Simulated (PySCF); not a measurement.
**AsOF: singlet, from a PBE0 minimum start**

The task is one start of a wider search on AsOF: the singlet, from a PBE0 minimum start. It is relaxed, tested by its Hessian and followed downhill if it is a saddle.

The runs use PySCF 2.14.0; PBE0, basis As def2-TZVP, O def2-TZVP, F def2-TZVP, no relativity, density fitting.

### Step 1. The starting structure

3 atoms, charge 0, spin multiplicity 1.

Bond lengths: As1–O2 1.597 Å, As1–F3 1.744 Å. Angles: O2–As1–F3 105.7°.

Z-matrix (Å, degrees; charge 0 multiplicity 1):
```
As
O  1 1.5972
F  1 1.7437 2 105.71
```

### Step 2. Finding the electronic state

One driver script runs all steps and calls PySCF; scf.py shows how it sets up the SCF of each step. The optimiser is the driver's own. After this first run the driver tries any further starts and a stability analysis.

Contents of scf.py:

```python
from pyscf import gto, scf, dft
mol = gto.M(atom='''
As    -0.056651     0.000000    -0.321478
O     -1.324896     0.000000     0.649454
F      1.338574     0.000000     0.724329''',
    basis={'As': 'def2-TZVP', 'O': 'def2-TZVP', 'F': 'def2-TZVP'},
    charge=0, spin=0)
mf = dft.RKS(mol, xc='PBE0')
mf.grids.atom_grid = (50, 194)
aux = {'As': 'def2-universal-JKFIT', 'O': 'def2-universal-JKFIT', 'F': 'def2-universal-JKFIT'}
mf = mf.density_fit(auxbasis=aux)
mf.conv_tol = 1e-08
mf.diis_space = 10
mf.max_cycle = 60
mf.init_guess = 'minao'
mf.verbose = 4
mf.kernel()
```

On the command line:

```
$ OMP_NUM_THREADS=2 python axn.py task.json out
```

The program printed:

```text
init E= -2410.02641331294
  HOMO = -0.357465630694307  LUMO = -0.150296674591381  gap/eV = 5.63735
cycle= 1 E= -2410.33381754456  delta_E= -0.307  |g|= 1.18  |ddm|= 2.11
  HOMO = -0.151419361094566  LUMO = -0.0420964616608344  gap/eV = 2.97483
cycle= 2 E= -2408.1041127653  delta_E= 2.23  |g|= 3.18  |ddm|= 2.46
  HOMO = -0.329143006278573  LUMO = -0.13170948299247  gap/eV = 5.37244
cycle= 3 E= -2410.48720369089  delta_E= -2.38  |g|= 0.729  |ddm|= 2.17
  HOMO = -0.325249159924202  LUMO = -0.122706095922467  gap/eV = 5.51148
cycle= 4 E= -2410.58007262803  delta_E= -0.0929  |g|= 0.219  |ddm|= 0.478
  HOMO = -0.327980591603707  LUMO = -0.124006872685243  gap/eV = 5.55041
cycle= 5 E= -2410.58665310734  delta_E= -0.00658  |g|= 0.0642  |ddm|= 0.132
  HOMO = -0.332944388811168  LUMO = -0.123854867573208  gap/eV = 5.68962
cycle= 6 E= -2410.5874450562  delta_E= -0.000792  |g|= 0.0206  |ddm|= 0.0329
  HOMO = -0.332957128108517  LUMO = -0.122753149071542  gap/eV = 5.71994
cycle= 7 E= -2410.58751540941  delta_E= -7.04e-05  |g|= 0.00623  |ddm|= 0.0117
  HOMO = -0.333448617006498  LUMO = -0.122879933522071  gap/eV = 5.72987
cycle= 8 E= -2410.58752320732  delta_E= -7.8e-06  |g|= 0.000676  |ddm|= 0.00345
  HOMO = -0.333496814372517  LUMO = -0.122897451012477  gap/eV = 5.73070
cycle= 9 E= -2410.587523303  delta_E= -9.57e-08  |g|= 0.000146  |ddm|= 0.000441
  HOMO = -0.333493596285433  LUMO = -0.122885213759346  gap/eV = 5.73095
cycle= 10 E= -2410.58752330811  delta_E= -5.1e-09  |g|= 2.24e-05  |ddm|= 0.000132
  HOMO = -0.333498229610103  LUMO = -0.122889492256839  gap/eV = 5.73096
Extra cycle  E= -2410.58752330795  delta_E= 1.54e-10  |g|= 4.02e-05  |ddm|= 3.8e-05
converged SCF energy = -2410.58752330795
```

This step, with its further starts and checks, needed 7.7 s of wall time on 2 threads of Arm Neoverse N1, shared host.

The test of internal stability found no lower closed-shell solution.

### Step 3. Relaxing the singlet from the PBE0 minimum start

The program finds Cs symmetry in the start, which this walk keeps. The walk stops when the largest gradient is under 0.0003 Eh/bohr and the energy has settled too.

scf.py, as its differences from that of step 2:

```diff
@@ -3,3 +3,3 @@
-As    -0.056651     0.000000    -0.321478
-O     -1.324896     0.000000     0.649454
-F      1.338574     0.000000     0.724329''',
+As    -0.056604     0.000000    -0.322055
+O     -1.324849     0.000000     0.648877
+F      1.338621     0.000000     0.723752''',
@@ -15 +14,0 @@
-mf.init_guess = 'minao'
```

Energy and gradient, step by step:

```
step   energy (Eh)  change (kJ/mol)  largest symmetric gradient (Eh/bohr)
   0  -2410.587523             0.00                               0.00029
```

The walk took 1.7 s.

It settles in Cs symmetry, 0.0 kJ/mol below the start, after 0 steps: As–F 1.744 Å, As–O 1.597 Å; F–As–O 105.7°.

### Step 4. Hessian and properties

The point is checked on the finer grid, and tightened if its gradient asks for it. The Hessian and the dipole derivatives come from central differences of analytic gradients, with steps of 0.02 bohr.

scf.py, as its differences from that of step 3:

```diff
@@ -9 +9 @@
-mf.grids.atom_grid = (50, 194)
+mf.grids.atom_grid = (75, 302)
@@ -12 +12 @@
-mf.conv_tol = 1e-08
+mf.conv_tol = 1e-10
```

This SCF starts from the last density.

Log of the central SCF (cycles and frontier levels):

```text
init E= -2410.58755284643
  HOMO = -0.333493273554825  LUMO = -0.122886386713624  gap/eV = 5.73091
cycle= 1 E= -2410.58755284644  delta_E= -9.09e-12  |g|= 4.08e-06  |ddm|= 3.29e-06
  HOMO = -0.333492492346562  LUMO = -0.122886032771838  gap/eV = 5.73089
Extra cycle  E= -2410.58755284642  delta_E= 2e-11  |g|= 8.64e-06  |ddm|= 6.24e-06
converged SCF energy = -2410.58755284642
```

The whole step took 41 s.

Geometry: Cs; As–F 1.744 Å, As–O 1.597 Å; F–As–O 105.7°.

Modes, for the most abundant isotopes:

```tsv
symmetry	ω (cm⁻¹)	IR (km/mol)	μ (u)	type
a'	315	18.5	19.54	bend
a'	670	132	22.56	stretch
a'	1068	61.7	18.54	stretch
```

No imaginary mode, so this is a minimum.

Constants and moments:

* Dipole moment: 2.92 D
* Highest occupied level: -9.07 eV
* Lowest empty level: -3.34 eV
* Rotational constants: 0.7166, 0.2663, 0.1942 cm⁻¹
* Zero-point energy: 12.3 kJ/mol
* Principal polarisabilities: 21.0, 25.7, 33.2 bohr³
* Atomisation energy without zero-point energy: 929 kJ/mol
* Principal traceless quadrupole moments about the centre of mass: -6.13, 0.65, 5.48 D Å
* Entropy at 298.15 K and 1 bar: 272.2 J/(mol K)
* Heat capacity Cp at 298.15 K: 45.1 J/(mol K)
* Enthalpy at 298.15 K above 0 K: 11.37 kJ/mol
* Rotational symmetry number: 1

Populations by atom (charges in e):

```csv
atom,Mulliken,Löwdin,polar tensor,Mayer order to As1
As1,0.81,0.54,1.18,–
O2,-0.46,-0.33,-0.57,2.05
F3,-0.34,-0.21,-0.62,0.92
```

Mulliken populations on As1: s 7.89, p 13.90, d 10.32, f 0.08.

### Step 5. Summary of results

```
                                 quantity                                      value
                                  minimum                                singlet, Cs
                                 geometry  As–F 1.744 Å, As–O 1.597 Å; F–As–O 105.7°
                       wavenumbers (cm⁻¹)              315 (a'), 670 (a'), 1068 (a')
                            dipole moment                                     2.92 D
     highest occupied, lowest empty level                            -9.07, -3.34 eV
               polar-tensor charge of As1                                    +1.18 e
                        zero-point energy                                12.3 kJ/mol
                      entropy at 298.15 K                            272.2 J/(mol K)
atomisation energy (no zero-point energy)                                 929 kJ/mol
```

In words: The molecule stays Cs, as typed, and the end point is a minimum. The strongest infrared band lies at 670 cm⁻¹ (a', stretch). Other starts or spin states, not run here, may lie lower.

The search up to here took 51 s.
